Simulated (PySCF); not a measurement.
# C3H7FOSi: NMR shifts at several levels of theory, part 2 of 2

PySCF 2.14.0. Atoms count from 0. The steps go on from the part before.

## 8. NMR shieldings: PBE0/aug-cc-pVDZ

What the job is given:

```
{"job": {"kind": "nmr", "xc": "PBE0", "basis": "aug-cc-pVDZ", "pop": true}, "charge": 0, "multiplicity": 1}
F      0.127453     1.624798     0.523231
C     -0.757675     1.071150    -0.348794
C     -1.802331     0.169441     0.215430
C     -0.639064    -0.409991    -0.543067
O      0.309810    -1.103523     0.171537
Si     1.923695    -0.689606     0.369657
H     -0.973524     1.734352    -1.192503
H     -1.757737     0.025229     1.298212
H     -2.802537     0.163231    -0.224940
H     -0.826707    -0.805722    -1.549704
H      2.166839    -0.032771     1.684747
H      2.375410     0.197332    -0.744537
H      2.680946    -1.972925     0.329227
```

Method: GIAO PBE0/aug-cc-pVDZ NMR shielding, non-relativistic, gas phase.

Output:

```text
coarse grid: 11400 points
cycle   1  E = -582.5540176870  dE =  8.197e-01  |g| = 6.921e-01  |ddm| = 8.688e+00
cycle   2  E = -582.4123159525  dE =  1.417e-01  |g| = 1.112e+00  |ddm| = 2.553e+00
cycle   3  E = -582.6414758173  dE = -2.292e-01  |g| = 9.531e-02  |ddm| = 1.513e+00
cycle   4  E = -582.6430165488  dE = -1.541e-03  |g| = 4.543e-02  |ddm| = 2.457e-01
cycle   5  E = -582.6434258392  dE = -4.093e-04  |g| = 8.684e-03  |ddm| = 8.682e-02
cycle   6  E = -582.6434377116  dE = -1.187e-05  |g| = 3.411e-03  |ddm| = 2.041e-02
cycle   7  E = -582.6434401790  dE = -2.467e-06  |g| = 4.371e-04  |ddm| = 6.507e-03
final grid: 105968 points
cycle   8  E = -582.6539769608  dE = -2.517e-05  |g| = 8.752e-03  |ddm| = 1.710e-01
cycle   9  E = -582.6539601041  dE =  1.686e-05  |g| = 1.300e-02  |ddm| = 3.921e-02
cycle  10  E = -582.6539928008  dE = -3.270e-05  |g| = 1.040e-03  |ddm| = 1.966e-02
cycle  11  E = -582.6539930387  dE = -2.379e-07  |g| = 2.161e-04  |ddm| = 2.486e-03
cycle  12  E = -582.6539930476  dE = -8.866e-09  |g| = 8.649e-05  |ddm| = 5.205e-04
cycle  13  E = -582.6539930488  dE = -1.235e-09  |g| = 2.573e-05  |ddm| = 1.506e-04
cycle  14  E = -582.6539930489  dE = -1.272e-10  |g| = 3.510e-06  |ddm| = 5.636e-05
converged SCF energy = -582.6539930489

GIAO shielding tensors (ppm)
atom      isotropic    diamagn.    paramagn.     s11        s22        s33       span
  0 F      424.665     470.489     -45.824    382.000    422.889    469.106     87.105
  1 C      125.901     216.760     -90.859     74.484    102.654    200.566    126.082
  2 C      179.966     213.812     -33.846    155.746    171.290    212.861     57.115
  3 C      145.383     212.663     -67.280    104.651    124.877    206.621    101.969
  4 O      333.677     373.039     -39.362    318.763    330.031    352.237     33.474
  5 Si     437.512     885.632    -448.119    387.644    402.423    522.470    134.826
  6 H       27.020      32.521      -5.501     22.246     26.175     32.640     10.395
  7 H       30.635      30.311       0.324     25.932     29.373     36.600     10.668
  8 H       30.645      36.215      -5.570     25.680     26.243     40.012     14.332
  9 H       28.051      31.651      -3.600     22.000     26.870     35.283     13.282
 10 H       26.201      27.522      -1.320     22.422     24.900     31.281      8.859
 11 H       26.253      26.491      -0.238     23.156     24.716     30.888      7.732
 12 H       26.375      26.033       0.342     22.672     24.619     31.833      9.161
```

Wall time 48 s (1 thread of Arm Neoverse N1, shared host); peak memory 0.94 GiB.

Key values: δ C1 69.2, C3 49.7, C2 15.2, F0 -230.5, H10 5.12, H6 4.37 ppm (means over like atoms).

## 9. Shielding tensors: PBE0/IGLO-III

Settings changed since step 8:

```diff
@@ -1,2 +1,2 @@
-{"job": {"kind": "nmr", "xc": "PBE0", "basis": "aug-cc-pVDZ", "pop": true}, "charge": 0, "multiplicity": 1}
+{"job": {"kind": "nmr", "xc": "PBE0", "basis": "IGLO-III", "pop": true}, "charge": 0, "multiplicity": 1}
 F      0.127453     1.624798     0.523231
```

Method: GIAO PBE0/IGLO-III NMR shielding, non-relativistic, gas phase.

Output:

```text
coarse grid: 11400 points
cycle   1  E = -582.6527158334  dE =  7.658e-01  |g| = 7.618e-01  |ddm| = 2.452e+00
cycle   2  E = -582.4979490052  dE =  1.548e-01  |g| = 1.210e+00  |ddm| = 1.322e+00
cycle   3  E = -582.7470068544  dE = -2.491e-01  |g| = 1.092e-01  |ddm| = 9.448e-01
cycle   4  E = -582.7487556022  dE = -1.749e-03  |g| = 5.390e-02  |ddm| = 8.778e-02
cycle   5  E = -582.7492794619  dE = -5.239e-04  |g| = 1.108e-02  |ddm| = 3.710e-02
cycle   6  E = -582.7492955552  dE = -1.609e-05  |g| = 3.913e-03  |ddm| = 7.447e-03
cycle   7  E = -582.7492984654  dE = -2.910e-06  |g| = 6.239e-04  |ddm| = 2.387e-03
final grid: 105968 points
cycle   8  E = -582.7577974052  dE = -9.228e-05  |g| = 8.855e-03  |ddm| = 6.132e-02
cycle   9  E = -582.7577821106  dE =  1.529e-05  |g| = 1.283e-02  |ddm| = 1.056e-02
cycle  10  E = -582.7578114613  dE = -2.935e-05  |g| = 1.188e-03  |ddm| = 6.103e-03
cycle  11  E = -582.7578116812  dE = -2.199e-07  |g| = 4.560e-04  |ddm| = 1.302e-03
cycle  12  E = -582.7578117246  dE = -4.346e-08  |g| = 1.046e-04  |ddm| = 3.647e-04
cycle  13  E = -582.7578117261  dE = -1.441e-09  |g| = 4.363e-05  |ddm| = 7.597e-05
cycle  14  E = -582.7578117264  dE = -2.982e-10  |g| = 3.354e-06  |ddm| = 2.734e-05
converged SCF energy = -582.7578117264

GIAO shielding tensors (ppm)
atom      isotropic    diamagn.    paramagn.     s11        s22        s33       span
  0 F      419.896     467.904     -48.008    374.424    417.898    467.367     92.943
  1 C      109.506     242.399    -132.893     54.476     83.438    190.604    136.128
  2 C      168.174     256.713     -88.539    142.319    157.117    205.087     62.768
  3 C      131.052     241.592    -110.540     88.236    107.565    197.355    109.119
  4 O      321.886     383.662     -61.776    309.782    315.178    340.698     30.916
  5 Si     376.334     886.019    -509.684    327.810    340.728    460.465    132.655
  6 H       27.061      30.258      -3.197     22.357     26.169     32.657     10.300
  7 H       30.594      31.529      -0.935     25.871     29.221     36.690     10.819
  8 H       30.674      31.014      -0.340     25.708     26.207     40.108     14.400
  9 H       28.068      30.447      -2.379     22.068     26.848     35.289     13.221
 10 H       26.220      28.649      -2.429     22.637     24.913     31.110      8.473
 11 H       26.202      29.147      -2.945     23.226     24.647     30.732      7.507
 12 H       26.353      28.112      -1.759     22.960     24.527     31.572      8.611
```

Wall time 75 s (1 thread of Arm Neoverse N1, shared host); peak memory 1 GiB.

Key values: δ C1 74.3, C3 52.7, C2 15.6, F0 -245.3, H10 5.12, H6 4.31 ppm (means over like atoms).

## 10. Nuclear shieldings: PBE0/pcSseg-0

Settings changed since step 9:

```diff
@@ -1,2 +1,2 @@
-{"job": {"kind": "nmr", "xc": "PBE0", "basis": "IGLO-III", "pop": true}, "charge": 0, "multiplicity": 1}
+{"job": {"kind": "nmr", "xc": "PBE0", "basis": "pcSseg-0", "pop": true}, "charge": 0, "multiplicity": 1}
 F      0.127453     1.624798     0.523231
```

Level: GIAO PBE0/pcSseg-0 NMR shielding, non-relativistic, gas phase.

Output:

```text
coarse grid: 11400 points
cycle   1  E = -581.4997078154  dE =  7.977e-01  |g| = 6.917e-01  |ddm| = 3.719e+00
cycle   2  E = -581.3765190244  dE =  1.232e-01  |g| = 1.086e+00  |ddm| = 2.164e+00
cycle   3  E = -581.5902420471  dE = -2.137e-01  |g| = 7.351e-02  |ddm| = 1.389e+00
cycle   4  E = -581.5911318261  dE = -8.898e-04  |g| = 4.189e-02  |ddm| = 1.509e-01
cycle   5  E = -581.5914633686  dE = -3.315e-04  |g| = 6.287e-03  |ddm| = 4.995e-02
cycle   6  E = -581.5914718361  dE = -8.468e-06  |g| = 1.499e-03  |ddm| = 9.156e-03
final grid: 105968 points
cycle   7  E = -581.5737795028  dE = -1.832e-05  |g| = 4.324e-03  |ddm| = 2.185e-02
cycle   8  E = -581.5737774653  dE =  2.038e-06  |g| = 5.551e-03  |ddm| = 9.758e-03
cycle   9  E = -581.5737830053  dE = -5.540e-06  |g| = 6.914e-04  |ddm| = 6.126e-03
cycle  10  E = -581.5737830988  dE = -9.356e-08  |g| = 7.204e-05  |ddm| = 9.080e-04
cycle  11  E = -581.5737830999  dE = -1.041e-09  |g| = 3.408e-05  |ddm| = 1.442e-04
cycle  12  E = -581.5737831001  dE = -2.427e-10  |g| = 7.728e-06  |ddm| = 4.463e-05
converged SCF energy = -581.5737831001

GIAO shielding tensors (ppm)
atom      isotropic    diamagn.    paramagn.     s11        s22        s33       span
  0 F      461.170     471.037      -9.866    414.090    459.301    510.121     96.031
  1 C      119.152     248.661    -129.509     67.830     93.257    196.369    128.539
  2 C      174.787     259.145     -84.358    147.884    167.661    208.814     60.930
  3 C      139.517     243.713    -104.197     96.046    117.497    205.007    108.961
  4 O      371.315     400.494     -29.179    307.991    372.641    433.313    125.322
  5 Si     395.984     876.932    -480.948    332.776    343.108    512.069    179.293
  6 H       28.703      29.673      -0.971     23.995     27.040     35.073     11.078
  7 H       31.566      29.591       1.975     26.767     30.080     37.851     11.084
  8 H       31.376      31.625      -0.249     26.492     27.221     40.414     13.922
  9 H       29.575      29.551       0.024     23.456     27.916     37.352     13.895
 10 H       27.565      28.619      -1.054     23.374     26.070     33.251      9.877
 11 H       27.798      28.988      -1.189     24.414     26.009     32.972      8.558
 12 H       27.535      28.604      -1.069     23.093     25.896     33.615     10.523
```

It took 11 s on 1 thread of Arm Neoverse N1, shared host; peak memory 0.47 GiB.

This run: δ C1 74.4, C3 54.0, C2 18.7, F0 -282.8, H10 5.20, H6 4.13 ppm (means over like atoms).

## 11. Shielding tensors: PBE0/pcSseg-2

Settings changed since step 10:

```diff
@@ -1,2 +1,2 @@
-{"job": {"kind": "nmr", "xc": "PBE0", "basis": "pcSseg-0", "pop": true}, "charge": 0, "multiplicity": 1}
+{"job": {"kind": "nmr", "xc": "PBE0", "basis": "pcSseg-2", "pop": true}, "charge": 0, "multiplicity": 1}
 F      0.127453     1.624798     0.523231
```

Level: GIAO PBE0/pcSseg-2 NMR shielding, non-relativistic, gas phase.

Output:

```text
coarse grid: 11400 points
cycle   1  E = -582.6597063225  dE =  7.693e-01  |g| = 7.560e-01  |ddm| = 2.494e+00
cycle   2  E = -582.5088683518  dE =  1.508e-01  |g| = 1.191e+00  |ddm| = 1.426e+00
cycle   3  E = -582.7544462803  dE = -2.456e-01  |g| = 1.082e-01  |ddm| = 1.025e+00
cycle   4  E = -582.7562631192  dE = -1.817e-03  |g| = 4.956e-02  |ddm| = 9.521e-02
cycle   5  E = -582.7567155676  dE = -4.524e-04  |g| = 1.063e-02  |ddm| = 3.720e-02
cycle   6  E = -582.7567309195  dE = -1.535e-05  |g| = 3.829e-03  |ddm| = 8.208e-03
cycle   7  E = -582.7567337534  dE = -2.834e-06  |g| = 5.467e-04  |ddm| = 2.764e-03
final grid: 105968 points
cycle   8  E = -582.7591993325  dE = -8.450e-05  |g| = 8.560e-03  |ddm| = 3.400e-02
cycle   9  E = -582.7591845302  dE =  1.480e-05  |g| = 1.256e-02  |ddm| = 1.222e-02
cycle  10  E = -582.7592134750  dE = -2.894e-05  |g| = 1.095e-03  |ddm| = 7.392e-03
cycle  11  E = -582.7592136843  dE = -2.093e-07  |g| = 3.810e-04  |ddm| = 1.226e-03
cycle  12  E = -582.7592137133  dE = -2.894e-08  |g| = 9.247e-05  |ddm| = 3.264e-04
cycle  13  E = -582.7592137144  dE = -1.142e-09  |g| = 3.760e-05  |ddm| = 7.210e-05
cycle  14  E = -582.7592137146  dE = -2.259e-10  |g| = 3.796e-06  |ddm| = 2.673e-05
converged SCF energy = -582.7592137146

GIAO shielding tensors (ppm)
atom      isotropic    diamagn.    paramagn.     s11        s22        s33       span
  0 F      420.069     473.184     -53.114    374.309    418.427    467.473     93.164
  1 C      109.227     244.085    -134.858     54.062     83.275    190.344    136.282
  2 C      168.195     253.419     -85.223    142.189    157.152    205.244     63.055
  3 C      130.762     244.077    -113.314     87.726    107.436    197.124    109.398
  4 O      322.792     392.687     -69.894    311.502    314.541    342.334     30.832
  5 Si     370.156     877.018    -506.863    320.390    333.525    456.552    136.162
  6 H       26.949      29.711      -2.762     22.257     25.935     32.654     10.397
  7 H       30.483      30.889      -0.406     25.666     29.094     36.690     11.024
  8 H       30.501      28.833       1.669     25.473     25.957     40.074     14.601
  9 H       27.949      29.855      -1.906     21.905     26.681     35.261     13.356
 10 H       26.230      29.088      -2.859     22.625     24.880     31.185      8.560
 11 H       26.215      29.338      -3.123     23.231     24.634     30.779      7.548
 12 H       26.359      28.337      -1.978     23.015     24.460     31.603      8.588
```

It took 1.7 min on 1 thread of Arm Neoverse N1, shared host; peak memory 1.3 GiB.

This run: δ C1 74.9, C3 53.4, C2 15.9, F0 -244.3, H10 4.98, H6 4.30 ppm (means over like atoms).

## 12. Run by run: NMR shifts

Shifts (ppm) of some atoms, chosen among heavy atoms and hydrogens apart, with basis size and wall time:

```
               run    C1    C3    H7    H8      F0     O4    Si5  functions     time
       PBE0/6-31G*  67.5  48.9  0.80  0.79  -240.2   -9.2    0.7        102     17 s
PBE0/6-311+G(2d,p)  72.0  51.2  0.78  0.69  -244.8    2.9  -27.5        212     46 s
     PBE0/def2-SVP  67.8  48.0  0.61  0.66  -222.5    5.5  -33.1        123     19 s
    PBE0/def2-TZVP  72.6  51.6  0.74  0.73  -243.9   10.0  -29.4        234     56 s
      PBE0/cc-pVDZ  68.1  49.8  0.65  0.67  -232.0    6.0  -22.6        123     22 s
      PBE0/cc-pVTZ  71.7  51.2  0.70  0.74  -241.9    7.2  -22.9        282     76 s
  PBE0/aug-cc-pVDZ  69.2  49.7  0.76  0.75  -230.5    2.2  -20.8        205     48 s
     PBE0/IGLO-III  74.3  52.7  0.78  0.70  -245.3    5.3  -31.0        289     75 s
     PBE0/pcSseg-0  74.4  54.0  1.27  1.46  -282.8  -33.5  -47.5         72     11 s
     PBE0/pcSseg-2  74.9  53.4  0.76  0.74  -244.3    5.4  -28.9        321  1.7 min
```

## 13. Outcome

This closing draws on all 2 parts.

| quantity | value |
| --- | --- |
| ¹³C shifts against TMS (PBE0/6-31G*) | 67.5, 48.9, 15.4 ppm |
| ¹H shifts against TMS (PBE0/6-31G*, means over atoms taken as alike) | 5.10, 4.24, 3.35, 0.80, 0.79 ppm |
| ¹⁹F shifts against CFCl3 (PBE0/6-31G*) | -240.2 ppm |
| ¹⁷O shifts against H2O (PBE0/6-31G*) | -9.2 ppm |
| ²⁹Si shifts against TMS (PBE0/6-31G*) | 0.7 ppm |
| range of the shift of F0 | -282.8 to -222.5 ppm |

Single values in the summary come from the first run of each kind that ended normally (PBE0/6-31G*), which need not be the best level. In ppm, F0 moves most: its shift spreads over 60.3 ppm, from -282.8 (PBE0/pcSseg-0) to -222.5 (PBE0/def2-SVP). Part of that comes from the computed reference.
